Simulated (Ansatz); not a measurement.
# Ta: the cost of one run

Computed with Ansatz 0.2.0 (DFT r2SCAN, scalar-relativistic, plane waves, PAW, unless a step's input says otherwise).

2 further runs of the same task are left out: 2 set aside as unsound or not needed.

## Step 1: The structure to begin with

Symmetry: Im-3m, No. 229, cubic system. The conventional cell has a = 3.305 Å, b = 3.305 Å, c = 3.305 Å, α = 90.00°, β = 90.00°, γ = 90.00°. Ta (site symmetry m-3m) is surrounded by 8 Ta at 2.86 Å.

As a file:

```xyz
1
Lattice="-1.6523 1.6523 1.6523 1.6523 -1.6523 1.6523 1.6523 1.6523 -1.6523" Properties=species:S:1:pos:R:3 pbc="T T T"
Ta    0.0000    0.0000    0.0000
```

It is the result of an earlier relaxation at this level (volume 18.04 Å³/atom; gap on the mesh: none (metal)).

## Step 2: Next: the strip chain

A free-standing chain of the crystal's atoms, periodic along c. Atoms and period relax; energies count from the bulk, -9944.3194 eV an atom.

The cell holds 2 Ta: a = 11.300 Å, b = 9.300 Å, c = 2.730 Å, α = 90.00°, β = 90.00°, γ = 90.00°.

## Step 3: Relaxation

Pressure and volume refer to the whole cell with its vacuum; only the period along c may change.

Input file input.yaml:

```yaml
crystal:
  lattice:
    - [11.3, 0.0, 0.0]
    - [0.0, 9.3, 0.0]
    - [0.0, 0.0, 2.7301996034]
  atoms:
    - { symbol: Ta, position: [0.3974294689, 0.5, 0.0], spin: 1.5 }
    - { symbol: Ta, position: [0.6025705311, 0.5, 0.5], spin: 1.5 }
basis:
  ecutwfc: 500
kpoints:
  mp_grid: { grid: [1, 1, 24] }
hamiltonian:
  xc: r2scan
scf:
  occupations: { method: gaussian, width: 0.05 }
output:
  forces: true
  stress: true
  eigenvalues: true
  populations: true
  write_density: true
  write_potential: true
  elf: true
  volumetric_format: npy
magnetization:
  spin_polarized: true
relax:
  adjacent_minimum: "off"
  f_tol: 0.01
  max_steps: 45
  cell: { fix: [a, b, alpha, beta, gamma], stress_tol: 0.03 }
```

Launch:

```bash
$ ansatz run input.yaml --threads 2 --pin off --max-ram 5120MiB --backend cpu --events-out ev --progress --plain --runs-dir out
```

**Question.** How long does this run take on 2 threads of Intel Xeon at 2.70GHz, shared host, and how much memory does it need?

About 4.5 min, with a peak of 1.2 GiB.
